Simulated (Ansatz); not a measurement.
# BH2SF (SMILES FBS): r2SCAN/STO-3G

What is the electronic atomisation energy of BH2SF at r2SCAN/STO-3G? 

The results are computed with Ansatz 0.2.0.

65 further runs of the same task are left out: 65 set aside as unsound or not needed.

### Step 1. The structure to begin with

BH2SF: 5 atoms, total charge 0, spin state singlet. SMILES: `FBS`. The coordinates come from a PBE0-D4/def2-TZVP relaxation. This is one conformer, not always the lowest.

Bond lengths: F1–B2 1.322 Å, B2–S3 1.794 Å, B2–H4 1.194 Å, S3–H5 1.342 Å. Angles: F1–B2–S3 117.9°, F1–B2–H4 119.5°, S3–B2–H4 122.6°, B2–S3–H5 94.9°.

### Step 2. The energy at r2SCAN/STO-3G

File job.yaml:

```yaml
crystal:
  periodic: [false, false, false]
  atoms:
    - {symbol: F, position_ang: [-1.119100, -0.905900, -1.069200]}
    - {symbol: B, position_ang: [-0.412800, -0.339100, -0.106100]}
    - {symbol: S, position_ang: [0.972400, 0.698600, -0.579400]}
    - {symbol: H, position_ang: [-0.712000, -0.530900, 1.033700]}
    - {symbol: H, position_ang: [1.321400, 1.003700, 0.679600]}
basis:
  gaussian:
    orbitals: STO-3G
hamiltonian:
  xc: {name: r2SCAN}
accuracy: high
```

Run with:

```
$ ansatz run job.yaml --threads 1 --pin off --max-ram 2610MiB --events-out events.jsonl --progress --plain --runs-dir runs
```

Output:

```text
Warning: RAYON_NUM_THREADS=1 ignored (pool sized by the plan → 1); use --threads N
Functional definition: r2SCAN
  name "r2SCAN"
  parameter k0 = 0.174
  parameter k1 = 0.065
  parameter a1 = 4.9479
  exchange = r2scan_x(k0 = k0, k1 = k1, a1 = a1)
  correlation = r2scan_c
371 factors; integrals over basis functions are off by at most 2.9e-8 eV
mean field evaluation 1: about -14093.7457 eV, gradient 7.2e0 eV
mean field evaluation 2: about -14093.7500 eV, gradient 7.6e0 eV
mean field evaluation 4: about -14093.9304 eV, gradient 3.5e-1 eV
mean field evaluation 8: about -14093.8610 eV, gradient 5.2e-3 eV
mean field evaluation 16: about -14093.8610 eV, gradient 2.5e-8 eV
mean field -14093.86095396 eV, -517.9398368958 hartree, gradient 2.5e-8 eV, S^2 0.000000; 0 other end points of the search recorded, 0 dependent functions left out
reference -14093.86095428 eV, -517.9398369076 hartree; 16, 16 occupied and 5, 5 virtual orbitals, 371 factors
Total energy: -14093.86095428 eV, -517.9398369076 hartree
```

It took 2.7 s on 1 thread of Arm Neoverse V1, shared host; peak memory 0.14 GiB.

### Step 3. The B atom, same level

File job.yaml:

```yaml
crystal:
  periodic: [false, false, false]
  atoms:
    - {symbol: B, position_ang: [0.000000, 0.000000, 0.000000]}
basis:
  gaussian: {orbitals: STO-3G}
magnetization: {spin_polarized: true, initial_magnetization: 1}
hamiltonian: {xc: {name: r2SCAN}}
accuracy: high
```

Run the same way, it converges to -24.25154 Eh (log not shown).

### Step 4. The F atom

File input.yaml:

```yaml
crystal:
  periodic: [false, false, false]
  atoms:
    - symbol: F
      position_ang: [0.000000, 0.000000, 0.000000]
basis:
  gaussian:
    orbitals: STO-3G
magnetization:
  spin_polarized: true
  initial_magnetization: 1
hamiltonian:
  xc: {name: r2SCAN}
accuracy: high
```

Run the same way, it converges to -98.25342 Eh (log not shown).

### Step 5. The H atom

File molecule.yaml:

```yaml
crystal:
  periodic: [false, false, false]
  atoms:
    - {symbol: H, position_ang: [0.000000, 0.000000, 0.000000]}
basis:
  gaussian: {orbitals: STO-3G}
magnetization: {spin_polarized: true, initial_magnetization: 1}
hamiltonian: {xc: {name: r2SCAN}}
accuracy: high
```

Run the same way, it converges to -0.46646 Eh (log not shown).

### Step 6. The S atom

File run.yaml:

```yaml
crystal:
  periodic: [false, false, false]
  atoms:
    - {symbol: S, position_ang: [0.000000, 0.000000, 0.000000]}
basis:
  gaussian:
    orbitals: STO-3G
magnetization:
  spin_polarized: true
  initial_magnetization: 2
hamiltonian:
  xc: {name: r2SCAN}
accuracy: high
```

Run the same way, it converges to -393.65620 Eh (log not shown).

### Step 7. Outcome

At r2SCAN/STO-3G:

| quantity | value |
| --- | --- |
| molecule: total energy | -517.93984 Eh |
| B atom: total energy | -24.25154 Eh |
| B atom: ⟨S²⟩ | 0.750 |
| F atom: total energy | -98.25342 Eh |
| F atom: ⟨S²⟩ | 0.750 |
| H atom: total energy | -0.46646 Eh |
| H atom: ⟨S²⟩ | 0.750 |
| S atom: total energy | -393.65620 Eh |
| S atom: ⟨S²⟩ | 2.000 |
| electronic atomisation energy | 23.014 eV |

Taking the molecule apart into free atoms costs 23.01 eV (531 kcal/mol), before zero-point energy and without spin-orbit coupling. In a minimal basis such a difference can be off by several eV, whatever the method.
